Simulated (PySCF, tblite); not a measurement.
# C6H9P2−: geometry, infrared bands and NMR shifts

Aim: predict the infrared bands and NMR shifts of C6H9P2− (`Cc1pc(C)c(C)[p-]1`).

Computed with tblite 0.8.0 and PySCF 2.14.0, with density-fitted response routines of our own, on a single molecule in the gas phase. Atoms count from 0, in the outputs and in this text.

**1. The starting structure**

17 atoms, charge -1, multiplicity 1; geometry from: force field or distance geometry start.

Bonds of the start (Å): C0–C1 1.50, C1–P2 1.73, P2–C3 1.73, C3–C4 1.49, C3–C5 1.43, C5–C6 1.48, C5–P7 1.55, P7–C1 1.82, C0–H8 1.10, C0–H9 1.10, C0–H10 1.10, C4–H11 1.10, C4–H12 1.09, C4–H13 1.10, C6–H14 1.11, C6–H15 1.10, C6–H16 1.11.

**2. Geometry optimisation with GFN2-xTB**

The job: settings as JSON, then the geometry in Å.

```
{"job": {"kind": "relax", "xc": "GFN2-xTB", "basis": "xTB"}, "charge": -1, "multiplicity": 1}
C      3.502900    -0.277000     0.004400
C      2.011500    -0.410200    -0.064300
P      0.606900    -1.400300    -0.295400
C     -0.886900    -0.538000    -0.148600
C     -2.096600    -1.387200    -0.341400
C     -0.600600     0.831900     0.166900
C     -1.769600     1.730600     0.340400
P      0.940300     1.022700     0.244600
H      3.806500     0.722100     0.336200
H      3.852200    -0.495000    -1.011000
H      3.879800    -0.993700     0.755400
H     -2.955200    -0.700500    -0.234200
H     -2.053100    -1.794900    -1.354600
H     -2.062300    -2.200400     0.400100
H     -1.433900     2.723600     0.697200
H     -2.300800     1.880000    -0.616900
H     -2.448200     1.298200     1.111400
```

Run with:

```console
$ OMP_NUM_THREADS=1 python probes_run.py task.json out
```

One launch serves the whole session: the jobs run in the order shown.

**Question.** This job is followed by: GFN2-xTB harmonic vibrations, gas phase; GIAO PBE0/pcSseg-1 NMR shielding, non-relativistic, gas phase. What will the session give for the following? strongest single infrared mode (GFN2-xTB); zero-point energy (GFN2-xTB); ¹³C shifts against TMS (PBE0/pcSseg-1, means over atoms taken as alike); ¹H shifts against TMS (PBE0/pcSseg-1, means over atoms taken as alike); ³¹P shifts against H3PO4 (PBE0/pcSseg-1, means over atoms taken as alike).

**Answer**, as computed:

| quantity | value |
| --- | --- |
| strongest single infrared mode (GFN2-xTB) | 2947 cm⁻¹, 96 km/mol |
| zero-point energy (GFN2-xTB) | 81.9 kcal/mol |
| ¹³C shifts against TMS (PBE0/pcSseg-1, means over atoms taken as alike) | 185.8, 150.8, 23.3, 19.2 ppm |
| ¹H shifts against TMS (PBE0/pcSseg-1, means over atoms taken as alike) | 2.83, 2.56 ppm |
| ³¹P shifts against H3PO4 (PBE0/pcSseg-1, means over atoms taken as alike) | 183.2 ppm |

In words: The optimisation took 51 steps and gained 3.090 eV; among the close pairs (by a distance rule), C5–P7 changed most, from 1.555 to 1.762 Å. The lowest mode is imaginary (141i cm⁻¹), so the xTB geometry is not a minimum. The strongest single mode, at 2947 cm⁻¹, moves mainly H16 and H15. GFN2-xTB is a fitted tight-binding method: band positions and strengths are rough. Its intensities can rank the bands wrongly. At PBE0/pcSseg-1: The largest span, 337 ppm, is at C1, where the paramagnetic term is -269 ppm. NICS(1)zz of -21 ppm above the planar ring from C1 marks a diatropic (aromatic) ring current.
